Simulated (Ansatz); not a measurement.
**BF2HS (SMILES FB(F)S): functionals against CCSD(T) at one geometry**

One table from this session's results is given with a row withheld; the runs are named, their logs left out.

Method: single points in def2-TZVPP; program: Ansatz 0.2.0, Gaussian basis.

Correlated methods freeze the cores. B3LYP uses VWN-RPA correlation.

### Starting geometry

SMILES `FB(F)S`, 5 atoms, charge 0, spin multiplicity 1.

Atoms are counted from 1 here; the program's logs count them from 0.

Bond lengths: F1–B2 1.388 Å, B2–F3 1.274 Å, B2–S4 1.877 Å, S4–H5 1.455 Å. Angles: F1–B2–F3 118.2°, F1–B2–S4 106.6°, F3–B2–S4 132.8°, B2–S4–H5 80.7°.

Geometry (Å):

```mol
BF2HS
  3D, bonds by distance, orders not assigned

  5  4  0  0  0  0  0  0  0  0999 V2000
    0.4285   -1.6784    0.1150 F   0  0
    0.0589   -0.3644    0.3693 B   0  0
   -0.7288   -0.1388    1.3450 F   0  0
    0.5063    0.6241   -1.1626 S   0  0
   -0.4609    1.5348   -0.5692 H   0  0
  1  2  8  0
  2  3  8  0
  2  4  8  0
  4  5  8  0
M  END
```

Set-up of the first run:

The input, run/in.yaml:

```yaml
crystal:
  periodic: [false, false, false]
  atoms:
    - {symbol: F, position_ang: [0.428500, -1.678400, 0.115000]}
    - {symbol: B, position_ang: [0.058900, -0.364400, 0.369300]}
    - {symbol: F, position_ang: [-0.728800, -0.138800, 1.345000]}
    - {symbol: S, position_ang: [0.506300, 0.624100, -1.162600]}
    - {symbol: H, position_ang: [-0.460900, 1.534800, -0.569200]}
basis:
  gaussian: {orbitals: def2-TZVPP}
correlation: {method: ccsd_t}
output: {forces: true}
```

Run with:

```sh
$ ansatz run in.yaml --threads 4 --pin off --events-out ev --progress --plain --max-ram 5222MiB
```

Steps of the session up to this table: CCSD(T)/def2-TZVPP; PBE0-D4/def2-TZVPP; wB97M-V/def2-TZVPP; r2SCAN-D4/def2-TZVPP; PBE-D4/def2-TZVPP; B3LYP-D4/def2-TZVPP; BHLYP-D4/def2-TZVPP.

One of the session's tables, all rows but one given; the rest of the session is left out.

| method | RMS force component (eV/Å) | angle to CCSD(T) forces (°) | dipole (D) |
| --- | --- | --- | --- |
| CCSD(T) | 1.941 | reference | 1.54 |
| PBE0-D4 | 1.924 | 2.7 | 1.56 |
| wB97M-V | ? | ? | ? |
| r2SCAN-D4 | 1.901 | 1.0 | 1.53 |
| PBE-D4 | 1.830 | 7.1 | 1.47 |
| B3LYP-D4 | 1.889 | 1.0 | 1.54 |
| BHLYP-D4 | 2.031 | 8.8 | 1.62 |

Q: Estimate the row for wB97M-V from the others.

As computed: RMS force component (eV/Å): 1.928; angle to CCSD(T) forces (°): 1.6; dipole (D): 1.52. In the column «RMS force component (eV/Å)» it lies between PBE0-D4 (1.924) and CCSD(T) (1.941).

To keep in mind: CCSD(T) in triple zeta still lacks some correlation energy of the bonds, so part of these gaps is its own basis error and they don't rank the functionals.
